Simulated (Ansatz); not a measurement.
**C₂H₇GaGe: how energies converge with the basis set**

How large a basis does C₂H₇GaGe need? Two functionals are run in growing sets.

Method: one geometry, several basis sets; program: Ansatz 0.2.0, Gaussian basis.

Plan: PBE0-D4/def2-SVP; ωB97M-V/def2-SVP; PBE0-D4/def2-QZVPP; ωB97M-V/def2-QZVPP; the functionals' def2-TZVPP values are taken from earlier runs.

### 1 The relaxed structure

An earlier PBE0-D4 in a triple-zeta def2 set relaxation fixed the geometry.

SMILES `C=[CH][GaH][GeH3]`, 11 atoms, charge 0, spin multiplicity 1.

Atoms are counted from 1 here; the program's logs count them from 0.

Bond lengths: C1–C2 1.334 Å, C1–H5 1.088 Å, C1–H6 1.088 Å, C2–Ga3 1.953 Å, C2–H7 1.089 Å, Ga3–Ge4 2.446 Å, Ga3–H8 1.573 Å, Ge4–H9 1.542 Å, Ge4–H10 1.542 Å, Ge4–H11 1.542 Å. Angles: C2–C1–H5 121.9°, C2–C1–H6 122.5°, H5–C1–H6 115.6°, C1–C2–Ga3 121.3°, C1–C2–H7 117.7°, Ga3–C2–H7 121.0°, C2–Ga3–Ge4 118.9°, C2–Ga3–H8 120.7°, Ge4–Ga3–H8 120.4°, Ga3–Ge4–H9 111.1°, Ga3–Ge4–H10 111.1°, Ga3–Ge4–H11 113.9°, H9–Ge4–H10 106.6°, H9–Ge4–H11 106.9°, H10–Ge4–H11 106.9°.

### 2 PBE0-D4 in def2-SVP

in.yaml reads:

```yaml
crystal:
  periodic: [false, false, false]
  atoms:
    - {symbol: C, position_ang: [-0.339022, 1.955357, 0.504640]}
    - {symbol: C, position_ang: [-0.148669, 1.007694, 1.423571]}
    - {symbol: Ga, position_ang: [0.175309, -0.848728, 0.912331]}
    - {symbol: Ge, position_ang: [0.221641, -1.430377, -1.463332]}
    - {symbol: H, position_ang: [-0.321989, 1.734666, -0.560303]}
    - {symbol: H, position_ang: [-0.519824, 2.996196, 0.766522]}
    - {symbol: H, position_ang: [-0.179052, 1.304204, 2.470921]}
    - {symbol: H, position_ang: [0.403406, -1.955969, 2.006437]}
    - {symbol: H, position_ang: [1.579604, -2.044227, -1.858618]}
    - {symbol: H, position_ang: [-0.852100, -2.485399, -1.797388]}
    - {symbol: H, position_ang: [-0.019313, -0.233427, -2.404781]}
basis:
  gaussian: {orbitals: def2-SVP}
hamiltonian: {xc: pbe0, dispersion: d4}
output: {orbitals: {seedname: orbitals}}
```

Further steps of the session: ωB97M-V in def2-SVP; PBE0-D4 in def2-QZVPP; ωB97M-V in def2-QZVPP.

**Question.** What will the summary of the whole plan be? Wanted: PBE0-D4: double and triple zeta above quadruple; ωB97M-V: double and triple zeta above quadruple.

The runs gave:

| quantity | value |
| --- | --- |
| PBE0-D4: double and triple zeta above quadruple | 18.74, 2.53 eV |
| ωB97M-V: double and triple zeta above quadruple | 18.79, 2.46 eV |

**Reading.** For PBE0-D4 the step from double to triple zeta gains 16.21 eV and the next only 2.53 eV. Total energies overstate the basis error of differences, where much of it tends to cancel.
